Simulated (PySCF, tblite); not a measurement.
# C5H10Si: a rotation path, then NMR shifts on frames, part 1 of 2

Aim: move C5H10Si (`C=CC[SiH]1CC1`) away from its starting geometry and see how NMR shifts follow the geometry.

Computed with tblite 0.8.0 and PySCF 2.14.0, with density-fitted response routines of our own, on a single molecule in the gas phase. Atoms are numbered from 0 throughout.

## Step 1: Starting geometry

16 atoms, charge 0, multiplicity 1; geometry from: GFN2-xTB.

Bonds of the start (Å): C0–C1 1.32, C1–C2 1.49, C2–Si3 1.90, Si3–C4 1.88, C4–C5 1.54, C5–Si3 1.88, C0–H6 1.08, C0–H7 1.08, C1–H8 1.08, C2–H9 1.09, C2–H10 1.09, Si3–H11 1.46, C4–H12 1.08, C4–H13 1.08, C5–H14 1.08, C5–H15 1.08.

## Step 2: The rotation path with GFN2-xTB

What the job is given:

```
{"job": {"kind": "neb", "xc": "GFN2-xTB", "basis": "xTB", "atoms": [1, 2, 3, 4], "turn": 120}, "charge": 0, "multiplicity": 1}
C      2.719089    -1.311851     0.371081
C      1.470949    -1.305106    -0.060526
C      0.310752    -0.792331     0.716829
Si    -0.272633     0.881002     0.022471
C     -2.086151     1.355193     0.204423
C     -1.687897     0.923573    -1.220036
H      2.977252    -0.956520     1.355814
H      3.533109    -1.675648    -0.232265
H      1.239202    -1.663019    -1.055486
H      0.589009    -0.678196     1.764972
H     -0.514355    -1.503894     0.665026
H      0.737058     1.928107    -0.025764
H     -2.785241     0.706149     0.713141
H     -2.364616     2.392776     0.316438
H     -2.143678     0.009741    -1.576272
H     -1.729448     1.698966    -1.971254
```

Method: GFN2-xTB climbing-image nudged elastic band, gas phase.

Run with:

```sh
> OMP_NUM_THREADS=1 python probes_run.py task.json out
```

One launch serves the whole session: the jobs run in the order shown.

The log of the run:

```text
image   E - E0 / eV
  0      -0.0000
  1       0.0069
  2       0.0187
  3       0.0295
  4       0.0333
  5       0.0289
  6       0.0202
  7       0.0133
  8       0.0117
```

Wall time 8.5 s (1 thread, shared host).

The final band, with the dihedral C1–C2–Si3–C4:

```tsv
image	dihedral (°)	energy (eV)	energy (kcal/mol)
0	151	0.000	0.0
1	168	0.007	0.2
2	183	0.019	0.4
3	198	0.029	0.7
4	213	0.033	0.8
5	228	0.029	0.7
6	243	0.020	0.5
7	257	0.013	0.3
8	270	0.012	0.3
```

## Step 3: NMR shieldings: image 0, PBE0/pcSseg-1

What the job is given:

```
{"job": {"kind": "nmr", "xc": "PBE0", "basis": "pcSseg-1", "pop": false}, "charge": 0, "multiplicity": 1}
C      2.719100    -1.311900     0.371100
C      1.470900    -1.305100    -0.060500
C      0.310800    -0.792300     0.716800
Si    -0.272600     0.881000     0.022500
C     -2.086200     1.355200     0.204400
C     -1.687900     0.923600    -1.220000
H      2.977300    -0.956500     1.355800
H      3.533100    -1.675600    -0.232300
H      1.239200    -1.663000    -1.055500
H      0.589000    -0.678200     1.765000
H     -0.514400    -1.503900     0.665000
H      0.737100     1.928100    -0.025800
H     -2.785200     0.706100     0.713100
H     -2.364600     2.392800     0.316400
H     -2.143700     0.009700    -1.576300
H     -1.729400     1.699000    -1.971300
```

Method: GIAO PBE0/pcSseg-1 NMR shielding, non-relativistic, gas phase.

The log of the run:

```text
coarse grid: 13256 points
cycle   1  E = -485.4780645824  dE =  5.631e-01  |g| = 4.888e-01  |ddm| = 3.518e+00
cycle   2  E = -485.4423069463  dE =  3.576e-02  |g| = 6.070e-01  |ddm| = 1.013e+00
cycle   3  E = -485.5432201974  dE = -1.009e-01  |g| = 6.942e-02  |ddm| = 6.388e-01
cycle   4  E = -485.5444160393  dE = -1.196e-03  |g| = 2.699e-02  |ddm| = 9.875e-02
cycle   5  E = -485.5446029156  dE = -1.869e-04  |g| = 6.969e-03  |ddm| = 2.775e-02
cycle   6  E = -485.5446134352  dE = -1.052e-05  |g| = 3.032e-03  |ddm| = 8.324e-03
cycle   7  E = -485.5446157715  dE = -2.336e-06  |g| = 3.644e-04  |ddm| = 2.486e-03
final grid: 121688 points
cycle   8  E = -485.5814025206  dE = -2.824e-05  |g| = 7.939e-03  |ddm| = 2.274e-02
cycle   9  E = -485.5813956158  dE =  6.905e-06  |g| = 9.447e-03  |ddm| = 1.453e-02
cycle  10  E = -485.5814191688  dE = -2.355e-05  |g| = 8.860e-04  |ddm| = 8.335e-03
cycle  11  E = -485.5814193767  dE = -2.079e-07  |g| = 2.155e-04  |ddm| = 1.158e-03
cycle  12  E = -485.5814193887  dE = -1.202e-08  |g| = 4.257e-05  |ddm| = 2.125e-04
cycle  13  E = -485.5814193891  dE = -3.710e-10  |g| = 1.500e-05  |ddm| = 5.542e-05
converged SCF energy = -485.5814193891

GIAO shielding tensors (ppm)
atom      isotropic    diamagn.    paramagn.     s11        s22        s33       span
  0 C       67.096     252.917    -185.821    -44.009     89.150    156.148    200.158
  1 C       43.898     256.931    -213.033    -78.024     50.728    158.990    237.013
  2 C      163.663     252.599     -88.936    146.401    164.278    180.309     33.908
  3 Si     470.766     882.429    -411.663    347.292    356.194    708.814    361.522
  4 C      191.181     257.072     -65.891    171.260    185.977    216.306     45.046
  5 C      190.796     256.034     -65.237    170.356    185.587    216.446     46.091
  6 H       26.360      30.982      -4.623     22.891     25.567     30.621      7.730
  7 H       26.535      28.582      -2.047     23.485     25.464     30.657      7.173
  8 H       25.465      31.990      -6.525     22.909     24.461     29.026      6.116
  9 H       29.456      32.350      -2.894     25.206     28.858     34.303      9.097
 10 H       30.527      32.353      -1.826     25.828     29.419     36.335     10.507
 11 H       28.795      30.006      -1.211     23.257     26.684     36.445     13.188
 12 H       31.245      32.166      -0.922     26.253     27.553     39.927     13.674
 13 H       31.265      30.742       0.523     25.726     27.002     41.066     15.340
 14 H       31.136      32.576      -1.440     26.449     27.199     39.760     13.311
 15 H       31.205      31.160       0.045     25.654     27.046     40.915     15.261
```

Wall time 57 s (1 thread, shared host).

Shifts follow as δ = σ(reference) − σ, with reference shieldings (ppm) from runs at the same level and on the same kind of geometry: 1H TMS 31.72, 13C TMS 186.9, 29Si TMS 349.2. The references are single molecules in the gas phase. Each atom is listed at this fixed geometry, with no averaging over motion; a spectrum would average atoms that exchange fast.

```tsv
atoms	environment	σ (ppm)	δ (ppm)
C1	alkene CH	43.9	143.0
C0	terminal =CH2 carbon	67.1	119.8
C2	allylic sp3 CH2 bonded to Si	163.7	23.3
C5	three-membered-ring carbon	190.8	-3.9
C4	three-membered-ring carbon	191.2	-4.3
H8	hydrogen on an alkene CH	25.47	6.25
H6	hydrogen on a terminal =CH2 carbon	26.36	5.36
H7	hydrogen on a terminal =CH2 carbon	26.54	5.18
H11	hydrogen on a silicon bonded to 3 C, in a 3-membered ring	28.80	2.92
H9	hydrogen on an allylic sp3 CH2 bonded to Si	29.46	2.26
H10	hydrogen on an allylic sp3 CH2 bonded to Si	30.53	1.19
H14	hydrogen on a three-membered-ring carbon	31.14	0.58
H15	hydrogen on a three-membered-ring carbon	31.20	0.51
H12	hydrogen on a three-membered-ring carbon	31.24	0.47
H13	hydrogen on a three-membered-ring carbon	31.26	0.45
Si3	silicon bonded to 3 C, H, in a 3-membered ring	470.8	-121.6
```

Ring of atoms Si3, C4, C5: NICS(0) -26.0, NICS(1) -7.7, NICS(1)zz -15.4 ppm (means of both faces).

In rings of three or four atoms NICS is ruled by the nearby σ bonds, so it says little on aromaticity.

The fields below are evaluated on a grid from the run's orbitals.

Frontier orbitals at PBE0/pcSseg-1, with the share of their density that lies nearest to each atom:

```tsv
orbital	energy (eV)	lies on
HOMO	-6.70	Si3 28 %; C4 23 %; C5 19 %
LUMO	0.07	C0, C1 about 21 % each; Si3 11 %; H6, H8 about 7 % each
```

ELF in a plane through or near 6 of the atoms.

Ten even steps from '0' (0.00) to '9' (1.00):
```
0000000000000000000000000000
0000000000000000000000000000
0000000000000000000000000000
0000000000000000000000000000
0000000000131000120000000000
0000038710473003552234100000
0000189960363135885689500000
0000199980133533897899810000
0000069971025714195599710000
0000136256325756155576200000
0002787458632515266631000000
0006999678630245883641000000
0007999634520168976985000000
0003999201310047669998000000
0000363000210023338997000000
0000000000000001104773000000
0000000000000000000100000000
0000000000000000000000000000
0000000000000000000000000000
0000000000000000000000000000
```
The map spans 12.8 Å across and 8.3 Å up, centred on the molecule. Atoms in the plane (x, y in Å): C0 (-3.0, -0.1), Si3 (0.7, 0.2), H6 (-3.2, 0.9), H7 (-3.8, -0.8), H13 (3.2, 0.9), H15 (2.6, -1.5).

log10 of the density (e/Å³) in the same plane.

Ten even steps from '0' (-4.0) to '9' (1.8):
```
0000000000000000000000000000
0000000000000000000000000000
0000000000011111111100000000
0000001111222222222221000000
0000112222333333333332210000
0001234433444444444444320000
0001345544455455555555421000
0012356654455555666676431000
0012456765555667667776431000
0013457776555689766665421000
0023567876655567666654321000
0023567766655556667654320000
0023566655554455667765320000
0013455444443345566764310000
0012333333433334455654210000
0001122222322223344443200000
0000001111111112223332100000
0000000000000001112211000000
0000000000000000000000000000
0000000000000000000000000000
```
The map spans 12.8 Å across and 8.3 Å up, centred on the molecule. Atoms in the plane (x, y in Å): C0 (-3.0, -0.1), Si3 (0.7, 0.2), H6 (-3.2, 0.9), H7 (-3.8, -0.8), H13 (3.2, 0.9), H15 (2.6, -1.5).

On the surface of density 0.002 e/bohr³ the electrostatic potential runs, from the 1st to the 99th percentile, from -0.63 V near C0 to 0.80 V near H10.

## Step 4: Shielding tensors: image 2, PBE0/pcSseg-1

What the job is given:

```
{"job": {"kind": "nmr", "xc": "PBE0", "basis": "pcSseg-1", "pop": false}, "charge": 0, "multiplicity": 1}
C      2.738900    -1.242700     0.635400
C      1.631600    -1.273400    -0.084900
C      0.278100    -0.932100     0.429100
Si    -0.280900     0.760900    -0.247800
C     -1.927300     1.474400     0.313700
C     -1.943600     0.921200    -1.122300
H      2.724800    -0.990800     1.683500
H      3.703400    -1.470800     0.214600
H      1.679700    -1.529700    -1.135600
H      0.294500    -0.908000     1.519200
H     -0.436900    -1.697200     0.123400
H      0.784400     1.694900    -0.577700
H     -2.558700     0.959200     1.022300
H     -2.036700     2.544800     0.397600
H     -2.564600     0.049300    -1.275900
H     -2.094300     1.649100    -1.906000
```

Method: GIAO PBE0/pcSseg-1 NMR shielding, non-relativistic, gas phase.

The log of the run:

```text
coarse grid: 13256 points
cycle   1  E = -485.4761229430  dE =  5.654e-01  |g| = 4.909e-01  |ddm| = 3.520e+00
cycle   2  E = -485.4386407073  dE =  3.748e-02  |g| = 6.133e-01  |ddm| = 1.026e+00
cycle   3  E = -485.5417299291  dE = -1.031e-01  |g| = 7.210e-02  |ddm| = 6.476e-01
cycle   4  E = -485.5430298925  dE = -1.300e-03  |g| = 2.762e-02  |ddm| = 1.021e-01
cycle   5  E = -485.5432201108  dE = -1.902e-04  |g| = 8.158e-03  |ddm| = 2.778e-02
cycle   6  E = -485.5432354193  dE = -1.531e-05  |g| = 2.930e-03  |ddm| = 8.787e-03
cycle   7  E = -485.5432376072  dE = -2.188e-06  |g| = 3.669e-04  |ddm| = 2.527e-03
final grid: 121688 points
cycle   8  E = -485.5798274690  dE = -3.078e-05  |g| = 7.993e-03  |ddm| = 2.341e-02
cycle   9  E = -485.5798203468  dE =  7.122e-06  |g| = 9.539e-03  |ddm| = 1.468e-02
cycle  10  E = -485.5798443323  dE = -2.399e-05  |g| = 8.998e-04  |ddm| = 8.370e-03
cycle  11  E = -485.5798445441  dE = -2.117e-07  |g| = 2.200e-04  |ddm| = 1.131e-03
cycle  12  E = -485.5798445563  dE = -1.227e-08  |g| = 4.827e-05  |ddm| = 2.140e-04
cycle  13  E = -485.5798445568  dE = -4.572e-10  |g| = 2.134e-05  |ddm| = 6.443e-05
converged SCF energy = -485.5798445568

GIAO shielding tensors (ppm)
atom      isotropic    diamagn.    paramagn.     s11        s22        s33       span
  0 C       66.581     252.881    -186.299    -44.825     88.748    155.822    200.647
  1 C       43.708     256.545    -212.837    -78.968     49.214    160.876    239.844
  2 C      166.374     253.103     -86.729    142.990    165.660    190.473     47.482
  3 Si     469.638     882.478    -412.840    341.231    356.762    710.921    369.691
  4 C      191.702     256.979     -65.277    170.847    187.390    216.869     46.022
  5 C      188.715     256.551     -67.836    169.188    182.143    214.815     45.627
  6 H       26.343      31.178      -4.835     22.905     25.521     30.605      7.700
  7 H       26.506      28.207      -1.700     23.478     25.466     30.575      7.097
  8 H       25.512      31.217      -5.705     23.066     24.645     28.825      5.759
  9 H       29.441      33.031      -3.590     24.912     29.212     34.199      9.287
 10 H       30.237      32.182      -1.945     25.395     29.265     36.052     10.657
 11 H       28.866      30.062      -1.195     23.402     26.940     36.257     12.855
 12 H       31.209      32.378      -1.169     26.387     27.426     39.816     13.429
 13 H       31.354      31.104       0.250     25.809     27.034     41.219     15.410
 14 H       31.233      32.356      -1.124     26.493     27.432     39.774     13.280
 15 H       31.166      31.021       0.145     25.610     26.991     40.897     15.287
```

Run time: 42 s. Hardware: 1 thread, shared host.

Key values: δ C1 143.2, C0 120.3, C2 20.6, C5 -1.8, H8 6.20, H6 5.37 ppm.

(Continued in part 2 of 2.)
